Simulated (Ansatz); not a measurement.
# C2H9NOSi: the cost of one run

Program: Ansatz 0.2.0. Level of theory: RKS B3LYP/def2-SVP. These are calculated values, not measurements.

## (1) The structure to begin with

Bond lengths: Si1–O2 2.067 Å, O2–C3 1.390 Å, Si1–N4 1.663 Å, Si1–H6 1.463 Å, Si1–C7 1.899 Å, C3–H8 1.095 Å, C3–H9 1.095 Å, C3–H10 1.097 Å, N4–H11 1.006 Å, C7–H12 1.089 Å, C7–H13 1.088 Å, C7–H14 1.087 Å. Angles (14 of 20 angles, heavy atoms first): Si1–O2–C3 122.7°, O2–Si1–N4 77.1°, O2–Si1–C7 107.9°, N4–Si1–C7 120.3°, O2–Si1–H6 100.0°, N4–Si1–H6 128.6°, H6–Si1–C7 109.5°, O2–C3–H8 109.6°, O2–C3–H9 109.4°, O2–C3–H10 111.8°, Si1–N4–H11 131.0°, Si1–C7–H12 112.1°, Si1–C7–H13 110.9°, Si1–C7–H14 111.3°.

Coordinates:

```xyz
14

Si   -0.4937    1.0963    0.1766
O    -0.6870   -0.8396    0.8745
C     0.2687   -1.8211    0.6409
N    -1.8088    0.5280   -0.6670
H    -1.6239   -0.6024    0.0333
H    -0.4671    1.8236    1.4460
C     1.1973    1.2453   -0.6742
H     1.1860   -1.5785    1.1869
H    -0.1053   -2.7865    0.9990
H     0.5099   -1.9102   -0.4251
H    -2.6212    1.0040   -1.0226
H     2.0200    1.1652    0.0346
H     1.2948    2.2048   -1.1773
H     1.3303    0.4710   -1.4255
```

## (2) A restrained relaxation towards end A

Springs on the bonds that form and break draw the guess towards this end; the thresholds are loose.

The input, input.yaml:

```yaml
crystal:
  periodic: [false, false, false]
  atoms:
    - { symbol: Si, position_ang: [-0.4937, 1.0963, 0.1766] }
    - { symbol: O, position_ang: [-0.687, -0.8396, 0.8745] }
    - { symbol: C, position_ang: [0.2687, -1.8211, 0.6409] }
    - { symbol: "N", position_ang: [-1.8088, 0.528, -0.667] }
    - { symbol: H, position_ang: [-1.6239, -0.6024, 0.0333] }
    - { symbol: H, position_ang: [-0.4671, 1.8236, 1.446] }
    - { symbol: C, position_ang: [1.1973, 1.2453, -0.6742] }
    - { symbol: H, position_ang: [1.186, -1.5785, 1.1869] }
    - { symbol: H, position_ang: [-0.1053, -2.7865, 0.999] }
    - { symbol: H, position_ang: [0.5099, -1.9102, -0.4251] }
    - { symbol: H, position_ang: [-2.6212, 1.004, -1.0226] }
    - { symbol: H, position_ang: [2.02, 1.1652, 0.0346] }
    - { symbol: H, position_ang: [1.2948, 2.2048, -1.1773] }
    - { symbol: H, position_ang: [1.3303, 0.471, -1.4255] }
basis:
  gaussian: { orbitals: def2-SVP }
hamiltonian:
  xc: b3lyp
relax:
  f_tol: 0.15
  max_steps: 25
  restrain:
    - { distance: [4, 1], at: 2.27, k: 30.0 }
    - { distance: [0, 1], at: 1.77, k: 30.0 }
    - { distance: [4, 3], at: 1.02, k: 30.0 }
output:
  orbitals: {}
```

Run with:

```console
> ansatz run input.yaml --threads 4 --pin off --max-ram 5120MiB --backend cpu --events-out ev --progress --plain --runs-dir out
```

**Question.** How long does this run take on 4 threads of Arm Neoverse N1, shared host, and how much memory does it need?

About 27 s, with a peak of 0.28 GiB.
